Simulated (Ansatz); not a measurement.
Crystal: GaF.

```
Ga F
1.0
     0.00000    2.84624    2.84624
     2.84624    0.00000    2.84624
     2.84624    2.84624    0.00000
Ga F
1 1
Cartesian
  1.4231 1.4231 1.4231
  0.0000 0.0000 0.0000
```

The cell was built by a generator and needn't be a form met in nature.

```yaml
Program: Ansatz 0.2.0
Task: relaxation of cell and atoms
Functional: HF
Potentials_or_basis: Ansatz PAW
Cutoff: "420 eV (not typed: the program's choice for these potentials)"
k_mesh: 4 × 4 × 4
Occupations: fermi-dirac, width 0.05 eV
Spin: no spin polarisation
```

At the start: volume 23.06 Å³/atom.

Where does the relaxation end?

It ends after 7 steps and the volume is 26.39 Å³/atom (+14.5 %); space group F-43m (No. 216, to 0.05 Å).

The path:
```csv
step,energy change (eV),largest force (eV/Å),volume (Å³)
1,0.0000,0.0000,46.12
2,-0.0569,0.0000,50.60
3,-0.0605,0.0000,52.30
4,-0.0604,0.0000,52.49
5,-0.0677,0.0000,52.49
6,-0.0676,0.0000,52.78
7,-0.0679,0.0000,52.78
```

Final structure:
```
Ga F
1.0
     0.00000    2.97729    2.97729
     2.97729    0.00000    2.97729
     2.97729    2.97729    0.00000
Ga F
1 1
Direct
  0.25000 0.25000 0.25000
  0.00000 0.00000 0.00000
```

Caveat: the k mesh is coarse (spacing up to 0.48 Å⁻¹), so the values aren't converged, least of all with exact exchange; the plane-wave basis is chosen anew once the cell has moved, so the energies of steps on either side of that aren't comparable; the PAW data sets come from PBE, with cores solved anew for the run's functional, which leaves a small shift of forces and pressure.
